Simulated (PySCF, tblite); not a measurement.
# C₄H₇F₂OS radical: geometry, infrared bands and EPR parameters

Wanted: the infrared bands and EPR parameters of C₄H₇F₂OS radical (`CCOC(F)(F)C[S]`), by calculation.

The runs use tblite 0.8.0 and PySCF 2.14.0, with density-fitted response routines of our own; the level of theory stands in each step. All values are computed, except where a source is named. Atoms count from 0, in the outputs and in this text.

### Step 1. The starting structure

15 atoms, charge 0, multiplicity 2; geometry from: force field or distance geometry start.

Bonds of the start (Å): C0–C1 1.51, C1–O2 1.44, O2–C3 1.43, C3–F4 1.34, C3–F5 1.35, C3–C6 1.54, C6–S7 1.86, C0–H8 1.10, C0–H9 1.10, C0–H10 1.10, C1–H11 1.10, C1–H12 1.08, C6–H13 1.10, C6–H14 1.09.

### Step 2. Geometry optimisation with GFN2-xTB

The job: settings as JSON, then the geometry in Å.

```
{"job": {"kind": "relax", "xc": "GFN2-xTB", "basis": "xTB"}, "charge": 0, "multiplicity": 2}
C     -2.451900    -0.219100    -0.006500
C     -1.161200     0.557500    -0.109300
O     -0.076600    -0.369700     0.068500
C      1.181300     0.308300    -0.022100
F      1.234300     0.916800    -1.212000
F      1.187200     1.255900     0.945400
C      2.314700    -0.724600     0.165600
S      4.053600    -0.067200     0.106000
H     -2.536000    -0.725100     0.963600
H     -3.321600     0.451200    -0.122600
H     -2.509300    -0.994900    -0.777600
H     -1.131300     1.312900     0.687400
H     -1.097500     1.042200    -1.068100
H      2.141600    -1.238900     1.122500
H      2.168400    -1.497200    -0.590000
```

The run is started by

```
$ OMP_NUM_THREADS=1 python probes_run.py task.json out
```

The driver reads the jobs from task.json and runs them one after another.

**Question.** This job is followed by: GFN2-xTB harmonic vibrations, gas phase; UKS B3LYP, pcH-1 on C F H O S, non-relativistic, mean-field spin-orbit, GIAO. Predict these results of the whole session: strongest single infrared mode (GFN2-xTB); zero-point energy (GFN2-xTB); g(iso) (B3LYP); ⟨S²⟩; largest a(iso) (averaged by class); potential on the surface of density 0.002 e/bohr³, 1st and 99th percentile; property runs in this session.

As calculated:

| quantity | value |
| --- | --- |
| strongest single infrared mode (GFN2-xTB) | 1165 cm⁻¹, 195 km/mol |
| zero-point energy (GFN2-xTB) | 67.4 kcal/mol |
| g(iso) (B3LYP) | 2.14615 |
| ⟨S²⟩ | 0.753 (exact 0.75) |
| largest a(iso) (averaged by class) | 1H on H13, H14, 75.0 MHz |
| potential on the surface of density 0.002 e/bohr³, 1st and 99th percentile | -1.09 V and 1.18 V |
| property runs in this session | 1, of which 0 failed and 1 gave unsound results |

Relaxing lowered the energy by 0.287 eV in 35 steps; the close pair that moved most is O2–C3, from 1.432 to 1.338 Å. No mode is imaginary among the 39: a minimum at this level. The strongest single mode, at 1165 cm⁻¹, has its largest shares on C3, O2 and C1 (the list is cut at 3 atoms). GFN2-xTB is a fitted tight-binding method: band positions and strengths are rough. Its intensities can rank the bands wrongly. Most of the unpaired spin sits on S7 (0.98 e). The isotropic g lies 143.8 ppt above the free-electron value. These values are not to be trusted: the run shows nearly degenerate orbitals, where second-order g theory doesn't apply. These values are for one conformer; the search (at its own cheap level) found 2 more, at 0.00, 3.50 kcal/mol (those within 0.05 may be mirror or relabelled copies), and measured spectra average over such forms.
